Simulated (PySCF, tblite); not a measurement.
**C5H4FN2−: geometry, infrared bands and NMR shifts**

What infrared bands and NMR shifts should C5H4FN2− (`F/C=C\c1cnc[n-]1`) show?

Computed with tblite 0.8.0 and PySCF 2.14.0, with density-fitted response routines of our own, on a single molecule in the gas phase. Atoms count from 0, in the outputs and in this text.

### Step 1. Starting geometry

12 atoms, charge -1, multiplicity 1; geometry from: force field or distance geometry start.

Bonds of the start (Å): F0–C1 1.35, C1–C2 1.34, C2–C3 1.45, C3–C4 1.36, C4–N5 1.36, N5–C6 1.33, C6–N7 1.35, N7–C3 1.36, C1–H8 1.08, C2–H9 1.08, C4–H10 1.08, C6–H11 1.09.

### Step 2. Geometry optimisation with GFN2-xTB

What the job is given:

```
{"job": {"kind": "relax", "xc": "GFN2-xTB", "basis": "xTB"}, "charge": -1, "multiplicity": 1}
F     -1.839700     0.887500    -1.442000
C     -2.209100     0.182700    -0.356900
C     -1.272900    -0.325900     0.461400
C      0.150000    -0.151700     0.241100
C      0.831400     0.497100    -0.742700
N      2.160500     0.367900    -0.509100
C      2.301700    -0.344700     0.605600
N      1.081000    -0.670300     1.083100
H     -3.257100     0.035800    -0.163100
H     -1.615900    -0.883600     1.321300
H      0.424400     1.029500    -1.590700
H      3.246900    -0.625000     1.065900
```

Launch:

```bash
$ OMP_NUM_THREADS=1 python probes_run.py task.json out
```

This one command runs all jobs of the session in turn.

**Question.** This job is followed by: GFN2-xTB harmonic vibrations, gas phase; GIAO PBE0/pcSseg-1 NMR shielding, non-relativistic, gas phase. Predict these results of the whole session: strongest single infrared mode (GFN2-xTB); zero-point energy (GFN2-xTB); ¹³C shifts against TMS (PBE0/pcSseg-1); ¹H shifts against TMS (PBE0/pcSseg-1); ¹⁹F shifts against CFCl3 (PBE0/pcSseg-1); ¹⁵N shifts against NH3 (PBE0/pcSseg-1).

The runs gave:

| quantity | value |
| --- | --- |
| strongest single infrared mode (GFN2-xTB) | 3029 cm⁻¹, 298 km/mol |
| zero-point energy (GFN2-xTB) | 50.6 kcal/mol |
| ¹³C shifts against TMS (PBE0/pcSseg-1) | 147.0, 142.4, 137.1, 133.6, 120.6 ppm |
| ¹H shifts against TMS (PBE0/pcSseg-1) | 7.44, 7.01, 6.28, 6.02 ppm |
| ¹⁹F shifts against CFCl3 (PBE0/pcSseg-1) | -159.7 ppm |
| ¹⁵N shifts against NH3 (PBE0/pcSseg-1) | 304.6, 300.8 ppm |

What this shows: The optimisation took 28 steps and gained 0.384 eV; among the close pairs (by a distance rule), C3–C4 changed most, from 1.361 to 1.398 Å. No mode is imaginary among the 30: a minimum at this level. GFN2-xTB is a fitted tight-binding method: band positions and strengths are rough. Its intensities can rank the bands wrongly. At PBE0/pcSseg-1: Shielding is most anisotropic at N5 (span 441 ppm, paramagnetic term -374 ppm). NICS(1)zz of -31 ppm above the planar ring from C3 marks a diatropic (aromatic) ring current.
